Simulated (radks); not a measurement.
# A spherical quantum dot from 17 to 23 electrons, part 1 of 2

Aim: add electrons one at a time to a Woods-Saxon well (radius 3.7 bohr*, depth 9.42 hartree*, edge 0.16 bohr*), with a point charge of +2 at the centre, try the lowest free levels for each, keep the configuration of least energy, and see where shells close.

The numbers are computed with radks (version 2): non-relativistic spin-polarised Kohn-Sham, exchange-only LDA, spherically averaged shells.

### 1 The model

- well: a Woods-Saxon well (radius 3.7 bohr*, depth 9.42 hartree*, edge 0.16 bohr*), with a point charge of +2 at the centre
- functional: exchange-only LDA
- levels: named by radial order: 1s, 1p, 1d, 2s, 1f and so on
- units: effective atomic units, hartree* and bohr*
- configuration carried in: 1s2 1p6 1d(up 5, down 1) 2s2 (N = 16, energy -109.079770)

### 2 17 electrons

Candidate: add 1d down. Settings of this run:

```ini
kind = woods-saxon
xc = LDAX
radius = 3.7  # bohr
depth = 9.42  # hartree
edge = 0.16  # bohr
z = 2  # e
electrons = 17
background = 0  # e
configuration = 1s2 1p6 1d(up 5, down 2) 2s2
```

On the command line:

```
$ python run_model.py task.json out
```

task.json names the series; the program runs every candidate in turn, and a move starts from the lowest state found so far. In the records, mag is the spin moment and err the last SCF error; their hartree and bohr are effective units.

From the run's result record (rounded, not every field):

```text
status: converged
energy_total [hartree]: -112.560319
energy_kinetic [hartree]: 15.22599
energy_external [hartree]: -175.3815
energy_hartree [hartree]: 53.65536
energy_xc [hartree]: -6.060128
energy_background [hartree]: 0.0
orbitals [level, occupation, hartree, mean radius in bohr]:
  - ["1s up", 1, -4.06584, 1.8298]
  - ["1p up", 3, -3.73423, 2.53865]
  - ["1d up", 5, -3.3852, 2.67397]
  - ["2s up", 1, -3.52339, 1.66457]
  - ["1s down", 1, -4.03017, 1.74288]
  - ["1p down", 3, -3.67693, 2.53224]
  - ["1d down", 2, -3.32579, 2.67278]
  - ["2s down", 1, -3.49456, 1.73975]
r2_mean [bohr^2]: 6.398091
mag [bohr magneton]: 3
err: 1.1e-09
```

Candidate: add 1f up. Changed: configuration = 1s2 1p6 1d(up 5, down 1) 2s2 1f(up 1, down 0).

Result:

```text
status: converged
energy_total [hartree]: -112.185587
energy_kinetic [hartree]: 15.69038
energy_external [hartree]: -175.3062
energy_hartree [hartree]: 53.56674
energy_xc [hartree]: -6.136527
energy_background [hartree]: 0.0
orbitals [level, occupation, hartree, mean radius in bohr]:
  - ["1s up", 1, -4.08328, 1.84396]
  - ["1p up", 3, -3.75493, 2.53905]
  - ["1d up", 5, -3.40607, 2.67356]
  - ["2s up", 1, -3.53867, 1.65194]
  - ["1f up", 1, -2.95141, 2.77317]
  - ["1s down", 1, -4.0255, 1.69455]
  - ["1p down", 3, -3.65868, 2.52569]
  - ["1d down", 1, -3.30546, 2.66989]
  - ["2s down", 1, -3.48887, 1.78055]
r2_mean [bohr^2]: 6.41982
mag [bohr magneton]: 5
err: 1.4e-09
```

Candidate: add 1f down. Changed: configuration = 1s2 1p6 1d(up 5, down 1) 2s2 1f(up 0, down 1).

Result:

```text
status: converged
energy_total [hartree]: -112.105199
energy_kinetic [hartree]: 15.68494
energy_external [hartree]: -175.2975
energy_hartree [hartree]: 53.56214
energy_xc [hartree]: -6.054805
energy_background [hartree]: 0.0
orbitals [level, occupation, hartree, mean radius in bohr]:
  - ["1s up", 1, -4.07473, 1.81675]
  - ["1p up", 3, -3.73948, 2.53523]
  - ["1d up", 5, -3.3894, 2.6718]
  - ["2s up", 1, -3.53131, 1.67471]
  - ["1s down", 1, -4.03737, 1.73255]
  - ["1p down", 3, -3.68153, 2.53169]
  - ["1d down", 1, -3.33021, 2.67267]
  - ["2s down", 1, -3.50259, 1.74854]
  - ["1f down", 1, -2.87507, 2.77461]
r2_mean [bohr^2]: 6.420844
mag [bohr magneton]: 3
err: 9.9e-10
```

Candidate: move 1d up to 1d down. Changed: configuration = 1s2 1p6 1d(up 4, down 3) 2s2.

Result:

```text
status: converged
energy_total [hartree]: -112.520848
energy_kinetic [hartree]: 15.22352
energy_external [hartree]: -175.3775
energy_hartree [hartree]: 53.6532
energy_xc [hartree]: -6.020046
energy_background [hartree]: 0.0
orbitals [level, occupation, hartree, mean radius in bohr]:
  - ["1s up", 1, -4.05482, 1.80346]
  - ["1p up", 3, -3.71686, 2.53682]
  - ["1d up", 4, -3.36723, 2.67366]
  - ["2s up", 1, -3.51513, 1.68723]
  - ["1s down", 1, -4.04297, 1.7747]
  - ["1p down", 3, -3.69788, 2.53472]
  - ["1d down", 3, -3.34756, 2.67328]
  - ["2s down", 1, -3.50561, 1.71211]
r2_mean [bohr^2]: 6.398576
mag [bohr magneton]: 1
err: 7.4e-10
```

| candidate | configuration | above the lowest (hartree*) |
| --- | --- | --- |
| add 1d down | 1s2 1p6 1d(up 5, down 2) 2s2 | lowest |
| add 1f up | 1s2 1p6 1d(up 5, down 1) 2s2 1f(up 1, down 0) | 0.375 |
| add 1f down | 1s2 1p6 1d(up 5, down 1) 2s2 1f(up 0, down 1) | 0.455 |
| move 1d up to 1d down | 1s2 1p6 1d(up 4, down 3) 2s2 | 0.0395 |

The series goes on from 1s2 1p6 1d(up 5, down 2) 2s2.

### 3 Electron number 18

Candidate: add 1d down. Settings of this run:

```ini
kind = woods-saxon
xc = LDAX
radius = 3.7  # bohr
depth = 9.42  # hartree
edge = 0.16  # bohr
z = 2  # e
electrons = 18
background = 0  # e
configuration = 1s2 1p6 1d(up 5, down 3) 2s2
```

From the run's result record (rounded, not every field):

```text
status: converged
energy_total [hartree]: -115.730929
energy_kinetic [hartree]: 16.21334
energy_external [hartree]: -185.0099
energy_hartree [hartree]: 59.52841
energy_xc [hartree]: -6.462749
energy_background [hartree]: 0.0
orbitals [level, occupation, hartree, mean radius in bohr]:
  - ["1s up", 1, -3.72028, 1.85917]
  - ["1p up", 3, -3.39764, 2.55328]
  - ["1d up", 5, -3.05293, 2.68541]
  - ["2s up", 1, -3.18498, 1.64784]
  - ["1s down", 1, -3.6969, 1.80375]
  - ["1p down", 3, -3.36125, 2.54945]
  - ["1d down", 3, -3.01528, 2.68474]
  - ["2s down", 1, -3.16742, 1.69583]
r2_mean [bohr^2]: 6.514627
mag [bohr magneton]: 2
err: 1e-09
```

Candidate: add 1f up. Changed: configuration = 1s2 1p6 1d(up 5, down 2) 2s2 1f(up 1, down 0).

Result:

```text
status: converged
energy_total [hartree]: -115.337226
energy_kinetic [hartree]: 16.67332
energy_external [hartree]: -184.9329
energy_hartree [hartree]: 59.43834
energy_xc [hartree]: -6.515969
energy_background [hartree]: 0.0
orbitals [level, occupation, hartree, mean radius in bohr]:
  - ["1s up", 1, -3.73762, 1.87349]
  - ["1p up", 3, -3.41818, 2.55373]
  - ["1d up", 5, -3.07364, 2.68504]
  - ["2s up", 1, -3.20003, 1.63504]
  - ["1f up", 1, -2.62309, 2.78275]
  - ["1s down", 1, -3.69256, 1.75888]
  - ["1p down", 3, -3.3453, 2.54371]
  - ["1d down", 2, -2.99754, 2.68217]
  - ["2s down", 1, -3.16386, 1.73381]
r2_mean [bohr^2]: 6.534848
mag [bohr magneton]: 4
err: 1.4e-09
```

Candidate: add 1f down. Changed: configuration = 1s2 1p6 1d(up 5, down 2) 2s2 1f(up 0, down 1).

Result:

```text
status: converged
energy_total [hartree]: -115.280112
energy_kinetic [hartree]: 16.66947
energy_external [hartree]: -184.9269
energy_hartree [hartree]: 59.43527
energy_xc [hartree]: -6.457951
energy_background [hartree]: 0.0
orbitals [level, occupation, hartree, mean radius in bohr]:
  - ["1s up", 1, -3.7287, 1.84637]
  - ["1p up", 3, -3.40265, 2.55003]
  - ["1d up", 5, -3.05695, 2.68334]
  - ["2s up", 1, -3.19268, 1.65786]
  - ["1s down", 1, -3.7037, 1.79362]
  - ["1p down", 3, -3.36565, 2.54876]
  - ["1d down", 2, -3.01947, 2.6845]
  - ["2s down", 1, -3.17523, 1.70434]
  - ["1f down", 1, -2.56861, 2.78381]
r2_mean [bohr^2]: 6.53548
mag [bohr magneton]: 2
err: 7.8e-10
```

Candidate: move 1d up to 1d down. Changed: configuration = 1s2 1p6 1d(up 4, down 4) 2s2.

Result:

```text
status: converged
energy_total [hartree]: -115.712132
energy_kinetic [hartree]: 16.21216
energy_external [hartree]: -185.0081
energy_hartree [hartree]: 59.52743
energy_xc [hartree]: -6.44367
energy_background [hartree]: 0.0
orbitals [level, occupation, hartree, mean radius in bohr]:
  - ["1s up", 1, -3.70899, 1.83275]
  - ["1p up", 3, -3.38024, 2.5515]
  - ["1d up", 4, -3.03495, 2.68511]
  - ["2s up", 1, -3.1768, 1.67065]
  - ["1s down", 1, -3.70899, 1.83275]
  - ["1p down", 3, -3.38024, 2.5515]
  - ["1d down", 4, -3.03495, 2.68511]
  - ["2s down", 1, -3.1768, 1.67065]
r2_mean [bohr^2]: 6.514831
mag [bohr magneton]: 0
err: 1.4e-10
```

| candidate | configuration | above the lowest (hartree*) |
| --- | --- | --- |
| add 1d down | 1s2 1p6 1d(up 5, down 3) 2s2 | lowest |
| add 1f up | 1s2 1p6 1d(up 5, down 2) 2s2 1f(up 1, down 0) | 0.394 |
| add 1f down | 1s2 1p6 1d(up 5, down 2) 2s2 1f(up 0, down 1) | 0.451 |
| move 1d up to 1d down | 1s2 1p6 1d(up 4, down 4) 2s2 | 0.0188 |

Kept: 1s2 1p6 1d(up 5, down 3) 2s2.

### 4 19 electrons

Candidate: add 1d down. Settings of this run:

```ini
kind = woods-saxon
xc = LDAX
radius = 3.7  # bohr
depth = 9.42  # hartree
edge = 0.16  # bohr
z = 2  # e
electrons = 19
background = 0  # e
configuration = 1s2 1p6 1d(up 5, down 4) 2s2
```

From the run's result record (rounded, not every field):

```text
status: converged
energy_total [hartree]: -118.590667
energy_kinetic [hartree]: 17.20179
energy_external [hartree]: -194.6122
energy_hartree [hartree]: 65.70508
energy_xc [hartree]: -6.88533
energy_background [hartree]: 0.0
orbitals [level, occupation, hartree, mean radius in bohr]:
  - ["1s up", 1, -3.37674, 1.88869]
  - ["1p up", 3, -3.06271, 2.56745]
  - ["1d up", 5, -2.72211, 2.6965]
  - ["2s up", 1, -2.84788, 1.63061]
  - ["1s down", 1, -3.36522, 1.86219]
  - ["1p down", 3, -3.04529, 2.56571]
  - ["1d down", 4, -2.70412, 2.69621]
  - ["2s down", 1, -2.83982, 1.65356]
r2_mean [bohr^2]: 6.623358
mag [bohr magneton]: 1
err: 1e-09
```

Candidate: add 1f up. Changed: configuration = 1s2 1p6 1d(up 5, down 3) 2s2 1f(up 1, down 0).

Result:

```text
status: converged
energy_total [hartree]: -118.180229
energy_kinetic [hartree]: 17.65758
energy_external [hartree]: -194.5339
energy_hartree [hartree]: 65.61388
energy_xc [hartree]: -6.917829
energy_background [hartree]: 0.0
orbitals [level, occupation, hartree, mean radius in bohr]:
  - ["1s up", 1, -3.39397, 1.90324]
  - ["1p up", 3, -3.08308, 2.56794]
  - ["1d up", 5, -2.74267, 2.69619]
  - ["2s up", 1, -2.86266, 1.61759]
  - ["1f up", 1, -2.29605, 2.79207]
  - ["1s down", 1, -3.36105, 1.82043]
  - ["1p down", 3, -3.03106, 2.56058]
  - ["1d down", 3, -2.68831, 2.69387]
  - ["2s down", 1, -2.83785, 1.68891]
r2_mean [bohr^2]: 6.642198
mag [bohr magneton]: 3
err: 1.5e-09
```

Candidate: add 1f down. Changed: configuration = 1s2 1p6 1d(up 5, down 3) 2s2 1f(up 0, down 1).

Result:

```text
status: converged
energy_total [hartree]: -118.143932
energy_kinetic [hartree]: 17.65513
energy_external [hartree]: -194.5301
energy_hartree [hartree]: 65.61203
energy_xc [hartree]: -6.880976
energy_background [hartree]: 0.0
orbitals [level, occupation, hartree, mean radius in bohr]:
  - ["1s up", 1, -3.38472, 1.87615]
  - ["1p up", 3, -3.06748, 2.56436]
  - ["1d up", 5, -2.72596, 2.69453]
  - ["2s up", 1, -2.85537, 1.6405]
  - ["1s down", 1, -3.37165, 1.85234]
  - ["1p down", 3, -3.0495, 2.56493]
  - ["1d down", 3, -2.7081, 2.69588]
  - ["2s down", 1, -2.84744, 1.66175]
  - ["1f down", 1, -2.26131, 2.79276]
r2_mean [bohr^2]: 6.642552
mag [bohr magneton]: 1
err: 1.2e-10
```

| candidate | configuration | above the lowest (hartree*) |
| --- | --- | --- |
| add 1d down | 1s2 1p6 1d(up 5, down 4) 2s2 | lowest |
| add 1f up | 1s2 1p6 1d(up 5, down 3) 2s2 1f(up 1, down 0) | 0.410 |
| add 1f down | 1s2 1p6 1d(up 5, down 3) 2s2 1f(up 0, down 1) | 0.447 |

Kept: 1s2 1p6 1d(up 5, down 4) 2s2.

(Continued in part 2 of 2.)
